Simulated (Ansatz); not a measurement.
# CH₇AlOSn: how energies converge with the basis set

Aim: see how fast density functionals converge with the basis set for CH₇AlOSn.

Program: Ansatz 0.2.0, Gaussian basis. Level of theory: one geometry, several basis sets. These are calculated values, not measurements.

The runs, in order: PBE0-D4/def2-SVP; ωB97M-V/def2-SVP; PBE0-D4/def2-QZVPP; ωB97M-V/def2-QZVPP; the functionals' def2-TZVPP values are taken from earlier runs.

## 1. Structure used throughout

All runs share one geometry, relaxed beforehand with PBE0-D4 in a triple-zeta def2 set. Sn takes the def2 core potential; no spin-orbit term is included.

SMILES `[CH3][SnH2][O][AlH2]`, 11 atoms, charge 0, spin multiplicity 1.

Atoms are counted from 1 here; the program's logs count them from 0.

Bond lengths: C1–Sn2 2.132 Å, C1–H5 1.091 Å, C1–H6 1.090 Å, C1–H7 1.090 Å, Sn2–O3 1.956 Å, Sn2–H8 1.709 Å, Sn2–H9 1.710 Å, O3–Al4 1.677 Å, Al4–H10 1.589 Å, Al4–H11 1.583 Å. Angles: Sn2–C1–H5 110.4°, Sn2–C1–H6 109.5°, Sn2–C1–H7 109.7°, H5–C1–H6 109.1°, H5–C1–H7 109.0°, H6–C1–H7 109.0°, C1–Sn2–O3 107.2°, C1–Sn2–H8 113.1°, C1–Sn2–H9 113.1°, O3–Sn2–H8 105.3°, O3–Sn2–H9 105.6°, H8–Sn2–H9 111.8°, Sn2–O3–Al4 148.1°, O3–Al4–H10 119.4°, O3–Al4–H11 118.6°, H10–Al4–H11 122.1°.

## 2. PBE0-D4 in def2-SVP

in.yaml reads:

```yaml
crystal:
  periodic: [false, false, false]
  atoms:
    - {symbol: C, position_ang: [-1.186738, 1.382526, -0.118369]}
    - {symbol: Sn, position_ang: [-0.829443, -0.433544, 0.940419]}
    - {symbol: O, position_ang: [0.787705, -1.234981, 0.185796]}
    - {symbol: Al, position_ang: [2.119763, -1.074135, -0.820396]}
    - {symbol: H, position_ang: [-2.066495, 1.889092, 0.280823]}
    - {symbol: H, position_ang: [-0.321823, 2.038484, -0.019670]}
    - {symbol: H, position_ang: [-1.349782, 1.165603, -1.174130]}
    - {symbol: H, position_ang: [-2.059361, -1.597525, 0.710736]}
    - {symbol: H, position_ang: [-0.488890, -0.186545, 2.597478]}
    - {symbol: H, position_ang: [2.336399, 0.285201, -1.614728]}
    - {symbol: H, position_ang: [3.123963, -2.291178, -0.947359]}
basis:
  gaussian: {orbitals: def2-SVP}
hamiltonian: {xc: pbe0, dispersion: d4}
output: {orbitals: {seedname: orbitals}}
```

After this run come: ωB97M-V in def2-SVP; PBE0-D4 in def2-QZVPP; ωB97M-V in def2-QZVPP.

Before running them: what should the planned runs give, taken together? Wanted: PBE0-D4: double and triple zeta above quadruple; ωB97M-V: double and triple zeta above quadruple.

As calculated:

```
                                       quantity          value
PBE0-D4: double and triple zeta above quadruple  7.01, 0.48 eV
ωB97M-V: double and triple zeta above quadruple  7.18, 0.46 eV
```

**Reading.** For PBE0-D4 the step from double to triple zeta gains 6.54 eV and the next only 0.48 eV. These are total energies; as a rule much of such shifts cancels in differences, which this series doesn't test. The LUMO of ωB97M-V is positive and keeps falling with the basis (1.11 to 0.47 eV): an unbound level that the basis holds in place.
